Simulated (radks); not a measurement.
**Numerical settings for Ho²⁺**

Aim: see which numerical settings matter for the holmium ion Ho2+. Each run changes a setting or two against a run with the defaults. The defaults are a mesh step of 0.008 in ln r, a mesh end at 40 bohr or more, Anderson mixing 0.5 over 9 steps and a tight residual threshold, with the energy settled to 1e-9 hartree as well; every run has a cap on iterations.

The numbers are computed with radks (a radial shooting solver on a logarithmic mesh, Libxc functionals) version 1 (scalar-relativistic Kohn-Sham, BLYP, spin-polarised, spherical densities, finite nucleus; open shells are filled with parallel spins first), except any that are marked as measured or tabulated.

## 1. Starting point

```
element            : holmium (Z = 67)
charge             : +2
electrons          : 65
configuration      : [Xe] 4f11
nuclear rms radius : 5.2022 fm
```

The outer shells:

Ho²⁺
```
[Xe] core
4f [↑↓][↑↓][↑↓][↑↓][↑ ][↑ ][↑ ]
```

## 2. Default settings

The run's settings:

```text
Z 67
configuration [Xe] 4f11
relativity scalar-relativistic
functional b88,lyp
spin polarised
nucleus finite rms 5.2022 fm
c 137.035999084
max_iterations 78
```

Launch:

```
$ python run_ks.py task.json out
```

The same process makes all the runs of this session.

## 3. Mesh step in ln r 0.02

Input: that of step 2 with these lines changed.

```diff
@@ -7,2 +7,3 @@
 c 137.035999084
+mesh_step 0.02
 max_iterations 78
```

## 4. Mesh step in ln r 0.003

Input: that of step 3 with these lines changed.

```diff
@@ -7,3 +7,3 @@
 c 137.035999084
-mesh_step 0.02
+mesh_step 0.003
 max_iterations 78
```

## 5. Mesh step in ln r 0.05

Input: that of step 4 with these lines changed.

```diff
@@ -7,3 +7,3 @@
 c 137.035999084
-mesh_step 0.003
+mesh_step 0.05
 max_iterations 78
```

## 6. Mesh end (bohr) 400

Input: that of step 5 with these lines changed.

```diff
@@ -7,3 +7,3 @@
 c 137.035999084
-mesh_step 0.05
+mesh_end 400
 max_iterations 78
```

## 7. Mesh end (bohr) 5

Input: that of step 6 with these lines changed.

```diff
@@ -7,3 +7,3 @@
 c 137.035999084
-mesh_end 400
+mesh_end 5
 max_iterations 78
```

## 8. Residual threshold 0.1

Input: that of step 7 with these lines changed.

```diff
@@ -7,3 +7,3 @@
 c 137.035999084
-mesh_end 5
+threshold 0.1
 max_iterations 78
```

## 9. Residual threshold 1e-05

Input: that of step 8 with these lines changed.

```diff
@@ -7,3 +7,3 @@
 c 137.035999084
-threshold 0.1
+threshold 1e-05
 max_iterations 78
```

## 10. Mixing 0.01

Input: that of step 9 with these lines changed.

```diff
@@ -7,3 +7,3 @@
 c 137.035999084
-threshold 1e-05
+mixing 0.01
 max_iterations 78
```

## 11. Mixing history 1, mixing 0.2

Input: that of step 10 with these lines changed.

```diff
@@ -7,3 +7,4 @@
 c 137.035999084
-mixing 0.01
+history 1
+mixing 0.2
 max_iterations 78
```

## 12. Mixing history 1, mixing 0.05

Input: that of step 11 with these lines changed.

```diff
@@ -8,3 +8,3 @@
 history 1
-mixing 0.2
+mixing 0.05
 max_iterations 78
```

## 13. Mixing history 2

Input: that of step 12 with these lines changed.

```diff
@@ -7,4 +7,3 @@
 c 137.035999084
-history 1
-mixing 0.05
+history 2
 max_iterations 78
```

## 14. Iteration cap 5

Input: that of step 13 with these lines changed.

```diff
@@ -7,3 +7,2 @@
 c 137.035999084
-history 2
-max_iterations 78
+max_iterations 5
```

**Question.** What will these runs give? Wanted: for each run, setting; iterations; converged; change of E.

The runs gave:

| setting | mesh points | iterations | converged | change of E (mhartree) | time |
| --- | --- | --- | --- | --- | --- |
| Default settings | 2254 | 17 | yes | 0 | 0.3 s |
| mesh step in ln r 0.02 | 902 | 16 | yes | +0.0004559 | 0.13 s |
| mesh step in ln r 0.003 | 6009 | 29 | yes | 0 | 1 s |
| mesh step in ln r 0.05 | 361 | 16 | yes | +0.07539 | 0.06 s |
| mesh end (bohr) 400 | 2476 | 17 | yes | 0 | 0.31 s |
| mesh end (bohr) 5 | 1929 | 18 | yes | +4.078 | 0.29 s |
| residual threshold 0.1 | 2254 | 11 | yes | -0.0001135 | 0.22 s |
| residual threshold 1e-05 | 2254 | 14 | yes | 0 | 0.26 s |
| mixing 0.01 | 2254 | 78 | no | - | 1.5 s |
| mixing history 1, mixing 0.2 | 2254 | 78 | no | - | 1 s |
| mixing history 1, mixing 0.05 | 2254 | 78 | no | - | 1.3 s |
| mixing history 2 | 2254 | 30 | yes | 0 | 0.44 s |
| iteration cap 5 | 2254 | 5 | no | - | 0.11 s |

A zero stands for a change under the printed digits. Converged yet off by more than 1 mhartree: mesh end (bohr) 5. Convergence of the cycle says nothing about the mesh. Not converged or rejected: mixing 0.01; mixing history 1, mixing 0.2; mixing history 1, mixing 0.05; iteration cap 5. A mesh that ends early acts as a hard wall.
